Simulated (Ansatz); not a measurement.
**Mo2 (triplet): wave-function methods side by side, def2-QZVPP**

An exercise on one series of results from a longer session: the logs are not shown, and one member is left open.

Computed with Ansatz 0.2.0, Gaussian basis. Level: def2-QZVPP, core rule «outside noble gas», up to 8 orbitals frozen.

The runs, in order: UHF; ROHF; CCSD(T) on UHF.

2 further runs of the same task are left out: 2 set aside as unsound or not needed. Runs told in other sessions of the task aren't counted.

## The geometry

The geometry is a PBE0/def2-TZVP stationary point (not a proven minimum) of the parent state, kept for this charge and spin. No spin-orbit coupling is included. Elements past krypton take def2 core potentials.

2 atoms, charge 0, spin multiplicity 3.

Atoms are counted from 1 here; the program's logs count them from 0.

Bond lengths: Mo1–Mo2 1.887 Å.

The first run:

Contents of in.yaml:

```yaml
crystal:
  periodic: [false, false, false]
  atoms:
    - {symbol: Mo, position_ang: [0.000000, 0.000000, 0.000000]}
    - {symbol: Mo, position_ang: [0.000000, 0.000000, 1.887200]}
basis:
  gaussian: {orbitals: "def2-QZVPP.json"}
magnetization: {spin_polarized: true, initial_magnetization: 2}
hamiltonian: {xc: hf}
output: {orbitals: {seedname: orbitals}}
```

On the command line:

```
$ ansatz run in.yaml --threads 1 --pin off --events-out ev --progress --plain --max-ram 4096MiB --backend cpu
```

Among the steps run: UHF; ROHF; CCSD(T) on UHF.

One of the session's tables, all rows but one given; the rest of the session is left out.

```
  method  from UCCSD(T) (meV)
    ROHF                    ?
     UHF             +11303.2
    UMP2              +2014.2
   UCCSD               +994.8
UCCSD(T)                    0
```

**Question.** Estimate the row for ROHF.

**Answer.** from UCCSD(T) (meV): +13938.8. In the column «from UCCSD(T) (meV)» it is the highest.

The program flags UCCSD(T) as in doubt (see the logs), so the zero of the table is itself unsure.

To keep in mind: The determinant of HF (⟨S²⟩ 4.75) is far from a pure spin state, so its energy mixes those of several spin states; that is harmless only where they are near-degenerate. The determinant of CCSD(T) (⟨S²⟩ 4.75) is far from a pure spin state, so its energy mixes those of several spin states; high orders of coupled cluster remove much of that, low ones don't. The program flags UCCSD(T) as in doubt, so the zero of the table is itself unsure.
